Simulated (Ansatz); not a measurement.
**HfSi2N2: a closer look at a trial structure**

The task, for HfSi2N2: compute bands, density of states and charges.

Method: DFT PBE, scalar-relativistic, plane waves, PAW, in Ansatz 0.2.0.

1 further run of the same task is left out (set aside as unsound or not needed). Runs told in other sessions of the task aren't counted.

### 1 The starting structure

The structure is orthorhombic, space group Fmmm (No. 69). Conventional cell: a = 4.589 Å, b = 6.841 Å, c = 7.611 Å, α = 90.00°, β = 90.00°, γ = 90.00°. Hf (site symmetry mmm) has 6 N at 2.46 to 2.66 Å and 8 Si at 2.80 Å in its first shell of neighbours. Si (site symmetry 222) has 4 N at 2.13 Å and 2 Si at 2.29 Å and 4 Hf at 2.80 Å in its first shell of neighbours. Around N (site symmetry mm2) lie 4 Si at 2.13 Å and 3 Hf at 2.46 to 2.66 Å and 2 N at 2.55 Å.

Coordinates:

```cif
data_structure
_symmetry_space_group_name_H-M 'P 1'
_symmetry_Int_Tables_number 1
_cell_length_a 5.1168
_cell_length_b 4.4439
_cell_length_c 4.1188
_cell_angle_alpha 73.282
_cell_angle_beta 56.281
_cell_angle_gamma 50.437
_cell_volume 59.74
loop_
_atom_site_label
_atom_site_type_symbol
_atom_site_fract_x
_atom_site_fract_y
_atom_site_fract_z
_atom_site_occupancy
Hf1 Hf 0.00000 0.00000 0.00000 1
Si1 Si 0.75000 0.75000 0.75000 1
Si2 Si 0.25000 0.25000 0.25000 1
N1 N 0.32321 0.32321 0.67679 1
N2 N 0.67679 0.67679 0.32321 1
```

The cell was relaxed beforehand at this level, from a database cell with other species swapped in; it needn't be the stable form of this composition. At a tolerance of 0.05 Å it has space group Fmmm (No. 69); it has 11.95 Å³/atom, an uncorrected energy of +0.44 eV/atom over the elements.

### 2 Bands, states and charges

Contents of input.yaml:

```yaml
crystal:
  lattice:
    - [0.0, 3.4203974891, 3.8056574033]
    - [2.2946024594, 0.0, 3.8056574033]
    - [2.2946024594, 3.4203974891, 0.0]
  atoms:
    - { symbol: Hf, position: [0.0, 0.0, 0.0] }
    - { symbol: Si, position: [0.75, 0.75, 0.75] }
    - { symbol: Si, position: [0.25, 0.25, 0.25] }
    - { symbol: "N", position: [0.3232124086, 0.3232124086, 0.6767875914] }
    - { symbol: "N", position: [0.6767875914, 0.6767875914, 0.3232124086] }
basis:
  ecutwfc: 420
kpoints:
  mp_grid: { grid: [12, 12, 12] }
  band_path:
    path:
      - [[0.0, 0.0, 0.0], [0.5, 0.0, 0.5], [1.0, 0.5, 0.5], [0.5, 0.5, 0.0], [0.0, 0.0, 0.0], [0.0, 0.45339845, 0.45339845]]
      - [[1.0, 0.54660155, 0.54660155], [1.0, 0.5, 0.5]]
      - [[0.5, 0.0, 0.5], [0.5, 0.22837294, 0.72837294]]
      - [[0.5, 0.77162706, 0.27162706], [0.5, 0.5, 0.0]]
    npoints: 14
hamiltonian:
  xc: pbe
scf:
  occupations: { method: gaussian, width: 0.1 }
  n_extra_bands: 12
output:
  forces: true
  stress: true
  eigenvalues: true
  populations: true
  dos: { projected: true, de: 0.02, nscf_kmesh: { grid: [15, 15, 15] } }
  bader: true
  write_density: true
  write_potential: true
  elf: true
  volumetric_format: npy
```

Started as:

```console
ansatz run input.yaml --threads 1 --pin off --max-ram 2560MiB --backend cpu --events-out ev --progress --plain --runs-dir out
```

Q: Predict the outcome of this session. Wanted: gap; states at the Fermi level; Bader charges.

As calculated:

| quantity | value |
| --- | --- |
| gap | none (metal) |
| states at the Fermi level | 1.19 per eV per cell |
| Bader charges | Hf +1.73, Si +0.74, N -1.61 e |

There is no gap at this level. Of the projected weight within 0.25 eV of the Fermi level, the largest part is Hf 5d (33 %) and N 2p (30 %). Bader charges go up to 1.7 e. These runs have no spin-orbit coupling; with Hf it would split and shift bands.
